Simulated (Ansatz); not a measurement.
From input file to script: SrVO₃, space group Pm-3m in Ansatz 0.2.0.

```yaml
crystal:
  lattice:
    - [3.8409, 0.0, 0.0]
    - [0.0, 3.8409, 0.0]
    - [0.0, 0.0, 3.8409]
  atoms:
    - { symbol: Sr, position: [0.5, 0.5, 0.5] }
    - { symbol: V, position: [0.0, 0.0, 0.0] }
    - { symbol: O, position: [0.5, 0.0, 0.0] }
    - { symbol: O, position: [0.0, 0.5, 0.0] }
    - { symbol: O, position: [0.0, 0.0, 0.5] }
kpoints:
  mp_grid:
    grid: [7, 7, 7]
hamiltonian:
  pseudopotentials:
    kind: paw
magnetization:
  spin_polarized: true
  per_species:
    V: 1.5
scf:
  convergence:
    dr2_threshold: 1.0e-07
  occupations:
    method: fermi_dirac
output:
  write_density: true
  write_potential: true
  volumetric_format: [xsf, npy]
  bader: true
```

At the Python prompt:
```pycon
>>> from pathlib import Path
>>> import warnings
>>> import ansatz as az
>>> from ase import Atoms
>>> from ase.io import write
>>> warnings.simplefilter('ignore', az.DeckWarning)
>>> srvo3 = (
...     az.Lattice.of((3.8409, 0.0, 0.0), (0.0, 3.8409, 0.0), (0.0, 0.0, 3.8409))
...     .atom('Sr', (0.5, 0.5, 0.5))
...     .atom('V', (0.0, 0.0, 0.0))
...     .atom('O', (0.5, 0.0, 0.0))
...     .atom('O', (0.0, 0.5, 0.0))
...     .atom('O', (0.0, 0.0, 0.5))
...     .moments(V=1.5)
... )
>>> len(srvo3.resolved().sites)
5
>>> calculation = srvo3.calculation()
>>> calculation = calculation.kpoints(7, 7, 7)
>>> calculation = calculation.occupations('fermi_dirac')
>>> calculation = calculation.pseudopotentials('paw')
>>> calculation = calculation.scf(tolerance=1e-07).spin('collinear')
>>> calculation = calculation.density().potential()
>>> calculation = calculation.output_files(volumetric_format=['xsf', 'npy'])
>>> calculation = calculation.bader_charges()
>>> planned = calculation.session().plan(threads=1)
>>> facts = planned.describe()
>>> print('plan:', facts['n_bands'], 'bands,', len(facts['kpoints_frac']), 'k-points, plane waves', facts['n_pw_range'], 'grid', facts['fft_dense'])
plan: 27 bands, 20 k-points, plane waves [1082, 1141] grid [27, 27, 27]
>>> out = planned.execute()
RunWarning: the starting moments were not kept: the SCF closed with an absolute magnetisation of 7.5e-7 μB, where they sum to 1.5 μB in size (1 site). That is at most 0.1 of that sum. Measured as dr2_m measures the in/out step, that magnetisation stands 1.4e-13 eV from none, at or under the dr2_threshold of 1.0e-7 eV: it is no larger than a step whose dr2_m would equal this threshold. The system [...]
>>> rep = out.report
>>> rep['converged'], rep['free_energy_ev']
(True, -8165.285745437499)
>>> rep['n_kpoints'], rep['n_symmetry_ops'], rep['n_pw']
(20, 48, 1141)
>>> print(f'free energy      {rep["free_energy_ev"]:.5f} eV')
free energy      -8165.28575 eV
>>> print(f'per atom         {rep["free_energy_ev"] / len(out.lattice.sites):.5f} eV')
per atom         -1633.05715 eV
>>> print(f'SCF iterations   {rep["n_iterations"]}  (converged: {rep["converged"]})')
SCF iterations   11  (converged: True)
>>> image = Atoms([s.symbol for s in out.lattice.sites], positions=[s.position_ang for s in out.lattice.sites], cell=out.lattice.cell_ang, pbc=True)
>>> write('final.extxyz', image)
>>> print('site moments (muB):', [round(m, 2) for m in rep['site_moments_mub']])
site moments (muB): [-0.0, 0.0, 0.0, 0.0, 0.0]
>>> print('electrons up, down:', [round(n, 3) for n in rep['spin_occupation_sums']])
electrons up, down: [20.5, 20.5]
>>> folder = Path(out.write_results('volumes'))
>>> print(sorted(path.name for path in folder.iterdir()))
['bader_charges.tsv', 'fields.json', 'rho.npy', 'rho.xsf', 'rho_spin.npy', 'rho_spin.xsf', 'rho_z.tsv', 'v_es.npy', 'v_es.xsf', 'v_tot_dn.npy', 'v_tot_dn.xsf', 'v_tot_up.npy', 'v_tot_up.xsf', 'v_z.tsv']
>>> head = (folder / 'rho.xsf').read_text().split('BEGIN_BLOCK')[0]
>>> print(head)
CRYSTAL
PRIMVEC
    3.840900    0.000000    0.000000
    0.000000    3.840900    0.000000
    0.000000    0.000000    3.840900
PRIMCOORD
    5    1
   38    1.920450    1.920450    1.920450
   23    0.000000    0.000000    0.000000
    8    1.920450    0.000000    0.000000
    8    0.000000    1.920450    0.000000
    8    0.000000    0.000000    1.920450
>>> charges = out.bader_charges()
>>> for atom in charges.atoms:
...     print(f'Bader charge {atom.symbol:2s} {atom.partial_charge_e:+.3f} e')
...
Bader charge Sr +1.590 e
Bader charge V  +2.062 e
Bader charge O  -1.217 e
Bader charge O  -1.217 e
Bader charge O  -1.217 e
```

Total energies depend on the potentials; only differences at equal settings carry meaning. The SCF didn't keep the moments it started from (some shrank, vanished or turned); what is printed is the state reached. The mesh is modest for a metal, so energies can be off by several to tens of meV an atom and pressures by half a GPa or more; differences at equal mesh fare better. With one magnetic atom the cell can hold only ferromagnetic order. Without a Hubbard U or exact exchange, semilocal functionals often make such 3d compounds metallic or too weakly gapped. No functional is typed, so the default, PBE, holds. Grid values close to the nuclei reflect the PAW or pseudopotential construction, not the all-electron fields. The structure is a deposited one; some such entries were measured under pressure or heat, so a shift against it needn't be the functional's error alone. Warnings are shown shortened and without file and line. The script silences the warnings on its input, which a real study should read. Timing: 20 s on 1 thread of AMD EPYC 9R05 (Zen 5), with other jobs on the host, peak memory 0.46 GiB.

(Lines on the test bed's own set-up are left out of the output.)
